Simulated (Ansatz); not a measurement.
**C2H12GaNSi: small, medium and large basis sets**

An exercise on one series of results from a longer session: the logs are not shown, and one member is left open.

Computed with Ansatz 0.2.0, Gaussian basis. Level: one geometry, several basis sets.

Plan: PBE0-D4/def2-SVP; ωB97M-V/def2-SVP; PBE0-D4/def2-QZVPP; ωB97M-V/def2-QZVPP; the functionals' def2-TZVPP values are taken from earlier runs.

## The relaxed structure

All runs share one geometry, relaxed beforehand with PBE0-D4 in a triple-zeta def2 set.

SMILES `[CH3][GaH-]([CH3])[NH2+][SiH3]`, 17 atoms, charge 0, spin multiplicity 1.

Atoms are counted from 1 here; the program's logs count them from 0.

Bond lengths: C1–Ga2 1.990 Å, C1–H6 1.094 Å, C1–H7 1.093 Å, C1–H8 1.094 Å, Ga2–C3 1.990 Å, Ga2–N4 2.221 Å, Ga2–H9 1.592 Å, C3–H10 1.094 Å, C3–H11 1.094 Å, C3–H12 1.093 Å, N4–Si5 1.772 Å, N4–H13 1.015 Å, N4–H14 1.015 Å, Si5–H15 1.487 Å, Si5–H16 1.478 Å, Si5–H17 1.478 Å. Angles: Ga2–C1–H6 112.4°, Ga2–C1–H7 112.5°, Ga2–C1–H8 109.5°, H6–C1–H7 108.2°, H6–C1–H8 106.8°, H7–C1–H8 107.2°, C1–Ga2–C3 118.9°, C1–Ga2–N4 100.2°, C1–Ga2–H9 117.5°, C3–Ga2–N4 100.2°, C3–Ga2–H9 117.5°, N4–Ga2–H9 94.4°, Ga2–C3–H10 112.4°, Ga2–C3–H11 109.5°, Ga2–C3–H12 112.5°, H10–C3–H11 106.8°, H10–C3–H12 108.2°, H11–C3–H12 107.2° and more.

Set-up of the first run:

The input, in.yaml:

```yaml
crystal:
  periodic: [false, false, false]
  atoms:
    - {symbol: C, position_ang: [-0.227457, 1.334392, 1.688286]}
    - {symbol: Ga, position_ang: [1.027807, 0.158515, 0.687269]}
    - {symbol: C, position_ang: [0.819397, -1.815136, 0.834495]}
    - {symbol: N, position_ang: [0.297648, 0.478799, -1.385685]}
    - {symbol: Si, position_ang: [-1.377255, -0.002835, -1.703504]}
    - {symbol: H, position_ang: [-0.294416, 2.336525, 1.254912]}
    - {symbol: H, position_ang: [-1.236805, 0.918460, 1.742529]}
    - {symbol: H, position_ang: [0.127813, 1.457058, 2.715697]}
    - {symbol: H, position_ang: [2.486845, 0.723491, 0.392151]}
    - {symbol: H, position_ang: [1.262244, -2.344989, -0.013835]}
    - {symbol: H, position_ang: [1.333093, -2.170384, 1.732691]}
    - {symbol: H, position_ang: [-0.226839, -2.120276, 0.918301]}
    - {symbol: H, position_ang: [0.470730, 1.467678, -1.533994]}
    - {symbol: H, position_ang: [0.978069, -0.026168, -1.944126]}
    - {symbol: H, position_ang: [-1.751592, 0.264109, -3.117308]}
    - {symbol: H, position_ang: [-2.236336, 0.792332, -0.800716]}
    - {symbol: H, position_ang: [-1.472046, -1.451872, -1.426761]}
basis:
  gaussian: {orbitals: def2-SVP}
hamiltonian: {xc: pbe0, dispersion: d4}
output: {orbitals: {seedname: orbitals}}
```

Launch:

```console
$ ansatz run in.yaml --threads 8 --pin off --events-out ev --progress --plain --max-ram 20889MiB
```

Among the steps run: PBE0-D4 in def2-SVP; ωB97M-V in def2-SVP; PBE0-D4 in def2-QZVPP; ωB97M-V in def2-QZVPP.

One of the session's tables, all rows but one given; the rest of the session is left out.

```
functional       basis  HOMO (eV)
   PBE0-D4    def2-SVP          ?
   PBE0-D4  def2-TZVPP      -6.97
   PBE0-D4  def2-QZVPP      -6.98
   ωB97M-V    def2-SVP      -9.12
   ωB97M-V  def2-TZVPP      -9.21
   ωB97M-V  def2-QZVPP      -9.22
```

Q: Estimate the row for PBE0-D4, def2-SVP from the others.

The run gave: HOMO (eV): -6.88. In the column «HOMO (eV)» it is the highest.
